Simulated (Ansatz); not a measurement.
# HfNH+ (sextet): the correlation ladder, def2-SVP

The task here is to estimate one member of a computed series from the others.

The runs use Ansatz 0.2.0, Gaussian basis; def2-SVP, core rule «outside noble gas», up to 5 orbitals frozen.

Plan: UHF; CCSD(T) on ROHF; CCSD(T) on UHF; CISD as a restricted active space (open shells left free, so some higher excitations enter); CCSDT(Q) on ROHF; CCSDT(Q) on UHF.

32 further runs of the same task are left out: 8 for a known fault of the program, 9 that didn't finish, 15 set aside as unsound or not needed. Runs told in other sessions of the task aren't counted.

## The geometry

The geometry is a PBE0/def2-TZVP stationary point (not a proven minimum) of the parent state, kept for this charge and spin. No spin-orbit coupling is included. Elements past krypton take def2 core potentials.

3 atoms, charge 1, spin multiplicity 6.

Atoms are counted from 1 here; the program's logs count them from 0.

Bond lengths: Hf1–N2 2.034 Å, N2–H3 1.017 Å. Angles: Hf1–N2–H3 147.1°.

The first run:

Input file in.yaml:

```yaml
crystal:
  periodic: [false, false, false]
  atoms:
    - {symbol: Hf, position_ang: [0.000000, -0.111469, 1.647238]}
    - {symbol: N, position_ang: [0.000000, -0.201315, -0.385063]}
    - {symbol: H, position_ang: [0.000000, 0.312783, -1.262174]}
basis:
  gaussian: {orbitals: def2-SVP}
total_charge: 1
magnetization: {spin_polarized: true, initial_magnetization: 5}
hamiltonian: {xc: hf}
output: {orbitals: {seedname: orbitals}}
```

Run with:

```bash
ansatz run in.yaml --threads 1 --pin off --events-out ev --progress --plain --max-ram 2393MiB
```

Steps of the session up to this table: UHF; CCSD(T) on ROHF; CCSD(T) on UHF; CISD as a restricted active space (open shells left free, so some higher excitations enter); CCSDT(Q) on ROHF; CCSDT(Q) on UHF.

One of the session's tables, all rows but one given; the rest of the session is left out.

```
   method  from RCCSDT(Q) (meV)
     ROHF               +4131.2
      UHF               +3842.2
     RMP2                +685.8
     UMP2                +589.6
    RCCSD                 +81.1
    UCCSD                     ?
 RCCSD(T)                 +16.0
 UCCSD(T)                 -76.8
   RCCSDT                  +3.0
   UCCSDT                 -88.9
RCCSDT(Q)                     0
UCCSDT(Q)                 -91.8
```

Estimate the missing values for UCCSD.

The run gave: from RCCSDT(Q) (meV): -13.9. In the column «from RCCSDT(Q) (meV)» it lies between UCCSD(T) (-76.8) and RCCSDT(Q) (0).

Not comparable, so not listed: CISD as a restricted active space (open shells left free, so some higher excitations enter) (they don't share determinant, frozen orbitals or solution with the rows shown, or repeat one).

Limits of these values: Restricted and unrestricted rows rest on different reference determinants; a gap between their highest levels can come from leftover correlation error, from unlike frozen cores or from another state.
